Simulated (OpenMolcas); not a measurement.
# Mo³⁺ among point charges: CASSCF levels and susceptibility

How does a field of 5 point charges split the states of Mo³⁺, and what χT follows?

The numbers are computed with OpenMolcas 26.06 (state-averaged CASSCF, spin-orbit coupling by RASSI with atomic mean-field integrals), except any that are marked as measured or tabulated.

1 further run of the same task is left out (it didn't finish).

### Step 1. Starting point

```
Species                           : Mo³⁺ (molybdenum, Z = 42, 39 electrons)
Basis                             : ANO-RCC-VDZP [6s5p3d1f], 43 functions
Scalar Hamiltonian                : DKH2, point nucleus
Inactive shells                   : 1s 2s 2p 3s 3p 3d 4s 4p
Active space                      : 3 electrons in 5 orbitals (4d)
Some configurations of this space : 4d3
Orbitals                          : optimised for each spin and parity, averaged over all roots
```

Outer shells as boxes (Hund's rule):

4d3
```
4d [↑ ][↑ ][↑ ][  ][  ]
```

The ion sits among 5 point charges of -2 e arranged as a square pyramid (C4v), 2.12 Å from the ion, with the axial distance 1.781 Å. The active orbitals were held to one l.

Each step is its own input file, run in one work folder so that later steps find the files of earlier ones. Labels, J, g values, rates, χT and fits are worked out afterwards by a script from the matrices that RASSI stores.

### Step 2. Basis and integrals

The input, a.inp:

```
&GATEWAY
Coord
1

Mo 0.0 0.0 0.0
Basis=ANO-RCC-VDZP
Group=NoSym
NoMove
AngMom=0.0 0.0 0.0
AMFI
XField
5 Angstrom 0
2.120000 0.000000 0.000000 -2.000000
0.000000 2.120000 0.000000 -2.000000
-2.120000 0.000000 0.000000 -2.000000
0.000000 -2.120000 0.000000 -2.000000
0.000000 0.000000 1.780800 -2.000000
&SEWARD
```

Run with:

```console
$ OMP_NUM_THREADS=1 MOLCAS_MEM=1689 MOLCAS_PROJECT=a pymolcas a.inp > a.log
```

### Step 3. CASSCF: quartets, 10 roots

The input, a.inp:

```
&RASSCF
FileOrb=start.orb
Symmetry=1
Spin=4
nActEl=3 0 0
Inactive=18
Ras2=5
CIRoot=10 10 1
SDav=10
CIMx=300
Iter=120 100
PrWF=0.3
OrbListing=Nothing
MaxOrb=0
SupSym
1
15 10 11 12 13 14 19 20 21 22 23 32 33 34 35 36
>>> COPY $Project.JobIph JOB001
```

start.orb holds the contracted functions of the basis, ordered by shell, or the orbitals of the step before.

### Step 4. CASSCF: doublets, 40 roots

The input, a.inp:

```
&RASSCF
FileOrb=start.orb
Symmetry=1
Spin=2
nActEl=3 0 0
Inactive=18
Ras2=5
CIRoot=40 40 1
SDav=40
CIMx=300
Iter=120 100
PrWF=0.3
OrbListing=Nothing
MaxOrb=0
SupSym
1
15 10 11 12 13 14 19 20 21 22 23 32 33 34 35 36
>>> COPY $Project.JobIph JOB002
```

### Step 5. State interaction with spin-orbit coupling

The input, a.inp:

```
&RASSI
NrOfJobIphs=2 10 40
1 2 3 4 5 6 7 8 9 10
1 2 3 4 5 6 7 8 9 10 11 12 13 14 15 16 17 18 19 20 21 22 23 24 25 26 27
28 29 30 31 32 33 34 35 36 37 38 39 40
IphNames
JOB001
JOB002
EJob
SpinOrbit
DIPRint=1.0
SOCoupling=1000.0
Subsets=2
Property=9
'ANGMOM' 1 'ANGMOM' 2 'ANGMOM' 3 'MLTPL  1' 1 'MLTPL  1' 2 'MLTPL  1' 3
'AMFI' 1 'AMFI' 2 'AMFI' 3
SOProperty=3
'ANGMOM' 1 'ANGMOM' 2 'ANGMOM' 3
```

**Question.** What will these runs give? Wanted: spin-free ground state; first state of the same spin within the active space; lowest level; next level.

As calculated:

```
                                            quantity                                value
                                              method                               CASSCF
                              spin-free ground state  quartet, 1-fold in its orbital part
first state of the same spin within the active space                quartet at 11100 cm⁻¹
                                        lowest level         2-fold, g = 0.00, 0.00, 5.38
                                          next level                             5.7 cm⁻¹
                                         χT at 300 K                       1.58 cm³ K/mol
                           effective moment at 300 K                              3.56 μB
```

**Reading.** The spin-free ground state (quartet) comes to 100 % from free-ion F terms and keeps the highest spin of the shell. χT at 300 K is 1.58, against 1.88 cm³ K/mol for the spin alone, so spin-orbit coupling lowers it. The field of point charges can differ much from that of real complexes. Point charges carry no covalency, so the field is a model and not that of real ligands.
